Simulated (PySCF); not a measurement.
**One shape, several levels: CH4ClInO (SMILES C[O][InH][Cl])**

We compute a comparison of 3 runs (HF/3-21G, PBE0/def2-SVP, CCSD(T)/STO-3G) of CH4ClInO. The job is set up through a Python script.

The calculation is run with PySCF 2.14.0.

## (1) The molecule

CH4ClInO has 8 atoms, charge 0, and is taken as a singlet. SMILES: `C[O][InH][Cl]`. Geometry: relaxed at PBE0-D4/def2-TZVP. This is one conformer, not always the lowest.

Bond lengths: C1–O2 1.406 Å, O2–In3 1.962 Å, In3–Cl4 2.332 Å, C1–H5 1.097 Å, C1–H6 1.096 Å, C1–H7 1.096 Å, In3–H8 1.688 Å. Angles: C1–O2–In3 124.2°, O2–In3–Cl4 110.2°, O2–C1–H5 113.5°, O2–C1–H6 109.7°, O2–C1–H7 109.7°, O2–In3–H8 125.6°, Cl4–In3–H8 124.2°, H5–C1–H6 107.9°, H5–C1–H7 107.9°, H6–C1–H7 108.0°.

## (2) Energy and gradient at HF/3-21G (run 1)

The input, calc.py:

```python
import pyscf.grad
from pyscf import gto

molecule = gto.Mole()
molecule.atom = '''
C        0.442800       1.240100       0.036500
O        0.547600       0.035100       0.754200
In      -0.366100      -1.628300       0.255100
Cl      -1.629900      -1.304800      -1.677500
H       -0.206200       1.170100      -0.844700
H        0.041900       2.024500       0.688700
H        1.436500       1.556100      -0.301200
H       -0.266600      -3.092900       1.088700
'''
molecule.basis = '3-21g'
molecule.max_memory = 1860
molecule.verbose = 3
molecule.build()

mf = molecule.RHF()
mf.conv_tol = 1e-10
mf.kernel()
if not mf.converged:
    mf = mf.newton().run(mf.mo_coeff, mf.mo_occ)

e_final = mf.e_tot
print(f'total energy: {e_final:.8f} hartree')
grad = mf.Gradients().kernel()
mf.analyze()
```

The run is started by

```
OMP_NUM_THREADS=1 python calc.py
```

What it wrote:

```text
converged SCF energy = -6286.52122079541
[... 16 lines left out ...]
MO #7   energy= -29.6047861682573  occ= 2
[... 8 lines left out ...]
MO #16  energy= -17.5427031637276  occ= 2
[... 8 lines left out ...]
MO #25  energy= -3.51534787587504  occ= 2
[... 8 lines left out ...]
MO #34  energy= -0.62535802607734  occ= 2
[... 8 lines left out ...]
MO #43  energy= 0.0376221305213127 occ= 0
[... 8 lines left out ...]
MO #52  energy= 0.366147287407477  occ= 0
[... 8 lines left out ...]
MO #61  energy= 1.03311139455593   occ= 0
[... 8 lines left out ...]
MO #70  energy= 3.30378704611283   occ= 0
[... 9 lines left out ...]
Dipole moment(X, Y, Z, Debye):  0.98703, -0.84039,  1.78749
```

Run time: 4.5 s. Hardware: 1 thread of Arm Neoverse V1, shared host; peak memory 0.14 GiB.

## (3) Energy and gradient at PBE0/def2-SVP (core potential) (run 2)

The input, geometry.xyz:

```xyz
8
CH4ClInO
C      0.442800     1.240100     0.036500
O      0.547600     0.035100     0.754200
In    -0.366100    -1.628300     0.255100
Cl    -1.629900    -1.304800    -1.677500
H     -0.206200     1.170100    -0.844700
H      0.041900     2.024500     0.688700
H      1.436500     1.556100    -0.301200
H     -0.266600    -3.092900     1.088700
```

The input, run.py:

```python
import pyscf.grad
from pyscf import gto, dft

mol = gto.Mole()
mol.atom = 'geometry.xyz'
mol.max_memory = 1860
mol.ecp = {'In': 'def2-svp'}
mol.basis = 'def2-svp'
mol.verbose = 4
mol.build()

mf = dft.RKS(mol)
mf.xc = 'pbe0'
mf.grids.level = 5
mf.conv_tol = 1e-10
mf.kernel()
if not mf.converged:
    mf = mf.newton().run(mf.mo_coeff, mf.mo_occ)

e_tot = mf.e_tot
print('Final energy', e_tot)
grad = mf.Gradients().kernel()
dip = mf.dip_moment()
pop, q = mf.mulliken_pop()
```

The run is started by

```
OMP_NUM_THREADS=1 python run.py
```

What it wrote:

```text
PySCF version 2.14.0

[... 79 lines left out ...]
converged SCF energy = -765.587614078326
Final energy -765.5876140783262
[... 12 lines left out ...]
Dipole moment(X, Y, Z, Debye):  0.45258, -0.83166,  1.03096
[... 101 lines left out ...]
charge of    7H =     -0.05708
```

It took 35 s on 1 thread of Arm Neoverse V1, shared host; peak memory 0.9 GiB.

## (4) The energy at CCSD(T)/STO-3G (run 3)

The input, calc.py:

```python
from pyscf import gto, cc

system = gto.M(
    atom='''
C      0.836771     2.343449     0.068975
O      1.034814     0.066329     1.425231
In    -0.691829    -3.077041     0.482069
Cl    -3.080065    -2.465715    -3.170016
H     -0.389662     2.211169    -1.596252
H      0.079180     3.825751     1.301454
H      2.714592     2.940603    -0.569186
H     -0.503801    -5.844734     2.057345
''',
    charge=0,
    basis='sto-3g',
    verbose=4,
    max_memory=1860,
    spin=0,
    unit='bohr',
)

myscf = system.RHF()
myscf.conv_tol = 1e-10
myscf.kernel()
if not myscf.converged:
    myscf = myscf.newton().run(myscf.mo_coeff, myscf.mo_occ)

mycc = cc.CCSD(myscf, frozen=25)
mycc.kernel()
e_t = mycc.ccsd_t()
e_tot = mycc.e_tot + e_t
print(f'total energy: {e_tot:.8f} hartree')
myscf.analyze()
```

The run is started by

```
OMP_NUM_THREADS=1 python calc.py
```

What it wrote:

```text
PySCF version 2.14.0

[... 93 lines left out ...]
total energy: -6251.29820149 hartree
[... 10 lines left out ...]
MO #2   energy= -146.067733051333  occ= 2
[... 7 lines left out ...]
MO #10  energy= -24.7692811781999  occ= 2
[... 7 lines left out ...]
MO #18  energy= -10.2682826018722  occ= 2
[... 7 lines left out ...]
MO #26  energy= -1.21359318563101  occ= 2
[... 7 lines left out ...]
MO #34  energy= -0.554424361202866 occ= 2
[... 7 lines left out ...]
MO #42  energy= -0.303089740137296 occ= 2
[... 7 lines left out ...]
MO #50  energy= 0.767640830306442  occ= 0
[... 61 lines left out ...]
Dipole moment(X, Y, Z, Debye):  1.13090, -1.12256,  2.12345
```

Wall time 1.6 s (1 thread of Arm Neoverse V1, shared host); peak memory 0.13 GiB.

## (5) All runs side by side

```csv
run,level,core potential,integration grid,energy (Eh),dipole moment (D) of the reference,HOMO energy (eV),LUMO energy (eV),wall time
1,HF/3-21G,–,–,-6286.521221,2.21,-11.20,1.02,4.5 s
2,PBE0/def2-SVP (core potential),def2-svp,5,-765.587614,1.40,-7.61,-1.37,35 s
3,CCSD(T)/STO-3G,–,–,-6251.298201,2.65,-8.25,5.46,1.6 s
```

## (6) Results

```
                                           quantity           value
                                run 3: total energy  -6251.29820 Eh
        run 3: dipole moment (Hartree–Fock density)          2.65 D
         run 3: HOMO energy (Hartree–Fock orbitals)        -8.25 eV
         run 3: LUMO energy (Hartree–Fock orbitals)         5.46 eV
       run 3: HOMO–LUMO gap (Hartree–Fock orbitals)        13.71 eV
run 3: correlation energy (25 core orbitals frozen)      -163.7 mEh
                              run 3: (T) correction       -5.63 mEh
                               run 3: T1 diagnostic           0.019
```

What this shows: Some runs of one species differ in core potentials or relativity; totals across that change don't compare. In run 3 the basis is minimal, so the values are rough. In runs 1, 3 relativity is left out where basis or elements ask for it. All runs together took 42 s, the longest 35 s.
